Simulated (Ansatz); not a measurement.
# C3H8AlClO: vertical ionisation energy

One table from this session's results is given with a row withheld; the runs are named, their logs left out.

The runs use Ansatz 0.2.0, Gaussian basis; unrestricted cation, the program's frozen cores in correlated methods.

Plan: UKS PBE-D4/def2-TZVPP; UKS r2SCAN-D4/def2-TZVPP; UKS PBE0-D4/def2-TZVPP; UKS B3LYP-D4/def2-TZVPP; UKS wB97X-V/def2-TZVPP; UKS wB97M-V/def2-TZVPP; UKS B2PLYP/def2-TZVPP; UHF-CCSD(T)/def2-TZVPP; UHF-MP2/def2-QZVPP; extrapolation to the limit; then −ε(HOMO) from the neutral's earlier runs with LDA (SPW92), PBE-D4, revPBE-D4, BLYP-D4, r2SCAN-D4, B97M-V, PBE0-D4, B3LYP-D4, r2SCANh-D4, r2SCAN0-D4, HSE06-D4, BHLYP-D4, CAM-B3LYP-D4, LC-ωPBE, ωB97X-V, ωB97M-V.

## The relaxed structure

The geometry comes from an earlier relaxation with PBE0-D4 in a triple-zeta def2 set; it is a stationary point, not always the lowest conformer.

14 atoms, charge 0, spin multiplicity 1.

Atoms are counted from 1 here; the program's logs count them from 0.

Bond lengths: C1–C2 1.515 Å, C1–H7 1.093 Å, C1–H8 1.092 Å, C1–H9 1.093 Å, C2–C3 1.515 Å, C2–O4 1.413 Å, C2–H10 1.099 Å, C3–H11 1.093 Å, C3–H12 1.093 Å, C3–H13 1.092 Å, O4–Al5 1.673 Å, Al5–Cl6 2.098 Å, Al5–H14 1.564 Å. Angles: C2–C1–H7 110.1°, C2–C1–H8 110.7°, C2–C1–H9 110.8°, H7–C1–H8 108.3°, H7–C1–H9 108.6°, H8–C1–H9 108.3°, C1–C2–C3 112.1°, C1–C2–O4 109.0°, C1–C2–H10 108.7°, C3–C2–O4 109.0°, C3–C2–H10 108.7°, O4–C2–H10 109.3°, C2–C3–H11 110.1°, C2–C3–H12 110.7°, C2–C3–H13 110.7°, H11–C3–H12 108.6°, H11–C3–H13 108.3°, H12–C3–H13 108.3° and more.

Set-up of the first run:

in.yaml reads:

```yaml
crystal:
  periodic: [false, false, false]
  atoms:
    - {symbol: C, position_ang: [0.108934, -1.649543, -0.091385]}
    - {symbol: C, position_ang: [0.312604, -0.148531, -0.130072]}
    - {symbol: C, position_ang: [0.502464, 0.364898, -1.542913]}
    - {symbol: O, position_ang: [-0.814273, 0.484128, 0.441326]}
    - {symbol: Al, position_ang: [-1.100524, 1.463030, 1.767308]}
    - {symbol: Cl, position_ang: [0.508666, 1.985127, 3.007482]}
    - {symbol: H, position_ang: [-0.785391, -1.921985, -0.657309]}
    - {symbol: H, position_ang: [-0.015843, -1.996430, 0.936615]}
    - {symbol: H, position_ang: [0.966964, -2.167971, -0.525682]}
    - {symbol: H, position_ang: [1.207341, 0.100422, 0.458349]}
    - {symbol: H, position_ang: [-0.381247, 0.141436, -2.145803]}
    - {symbol: H, position_ang: [1.371079, -0.103644, -2.011489]}
    - {symbol: H, position_ang: [0.654537, 1.446322, -1.543996]}
    - {symbol: H, position_ang: [-2.548211, 1.973542, 2.066270]}
basis:
  gaussian: {orbitals: def2-TZVPP}
total_charge: 1
magnetization: {spin_polarized: true, initial_magnetization: 1}
hamiltonian: {xc: pbe, dispersion: d4}
```

On the command line:

```bash
ansatz run in.yaml --threads 2 --pin off --events-out ev --progress --plain --max-ram 32768MiB --backend cpu
```

Steps of the session up to this table: Cation, UKS PBE-D4/def2-TZVPP; Cation, UKS r2SCAN-D4/def2-TZVPP; Cation, UKS PBE0-D4/def2-TZVPP; Cation, UKS B3LYP-D4/def2-TZVPP; Cation, UKS wB97X-V/def2-TZVPP; Cation, UKS wB97M-V/def2-TZVPP; Cation, UKS B2PLYP (frozen core)/def2-TZVPP; Cation, UHF-CCSD(T)/def2-TZVPP; Cation, UHF-MP2/def2-QZVPP.

One of the session's tables, all rows but one given; the rest of the session is left out.

Orbital estimates, from the neutral's runs:

```
  functional  −ε(HOMO) (eV)
 LDA (SPW92)           7.05
      PBE-D4           6.90
   revPBE-D4              ?
     BLYP-D4           6.79
   r2SCAN-D4           7.20
      B97M-V           7.33
     PBE0-D4           8.36
    B3LYP-D4           8.12
  r2SCANh-D4           7.75
  r2SCAN0-D4           8.58
    HSE06-D4           7.95
    BHLYP-D4           9.77
CAM-B3LYP-D4           9.81
     LC-ωPBE          11.17
     ωB97X-V          10.82
     ωB97M-V          10.75
```

**Question.** Estimate the row for revPBE-D4.

As computed: −ε(HOMO) (eV): 6.82. In the column «−ε(HOMO) (eV)» it lies between BLYP-D4 (6.79) and PBE-D4 (6.90).
